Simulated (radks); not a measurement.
# Excited configurations of Tm

The task here is to estimate one member of a computed series from the others.

Method: Dirac Kohn-Sham, PBE, spin-unpolarised, spherical densities, finite nucleus; open shells fill j = l - 1/2 first. Code: radks (a radial shooting solver on a logarithmic mesh, Libxc functionals) version 1.

### What is computed

| Property | Result |
| --- | --- |
| element | thulium (Z = 69) |
| charge | 0 |
| electrons | 69 |
| configuration | [Xe] 4f13 6s2 |
| nuclear rms radius | 5.2256 fm |

Set-up of the first run:

Input:

```text
Z 69
configuration [Xe] 4f13 6s2
relativity Dirac
functional pbe,pbe
spin unpolarised
j_filling energy
nucleus finite rms 5.2256 fm
c 137.035999084
```

Among the steps run: Ground configuration: [Xe] 4f13 6s2.

One table of the session follows, with a row left open; its other results are not shown here.

It belongs to the step «Ground configuration: [Xe] 4f13 6s2». Radial moments (bohr):

| level | <r> | outermost maximum (interpolated) | 90 % within | nodes |
| --- | --- | --- | --- | --- |
| 4d3/2 | 0.5651 | 0.496 | 0.850 | 1 |
| 4d5/2 | 0.5765 | 0.505 | 0.867 | 1 |
| 5s1/2 | 1.231 | 1.09 | 1.78 | 4 |
| 5p1/2 | 1.394 | 1.19 | 2.06 | 3 |
| 5p3/2 | 1.511 | 1.28 | 2.24 | 3 |
| 6s1/2 | 3.972 | 3.33 | 5.93 | 5 |
| 4f5/2 | ? | ? | ? | ? |
| 4f7/2 | 0.8242 | 0.499 | 1.45 | 0 |

**Question.** Estimate the row for 4f5/2.

**Answer.** <r>: 0.7989; outermost maximum (interpolated): 0.493; 90 % within: 1.40; nodes: 0. In the column «<r>» it lies between 4d5/2 (0.5765) and 4f7/2 (0.8242).

Caveats from the session: Spin polarisation and multiplet splitting are left out, so open shells lie too high by an amount that depends on their filling.
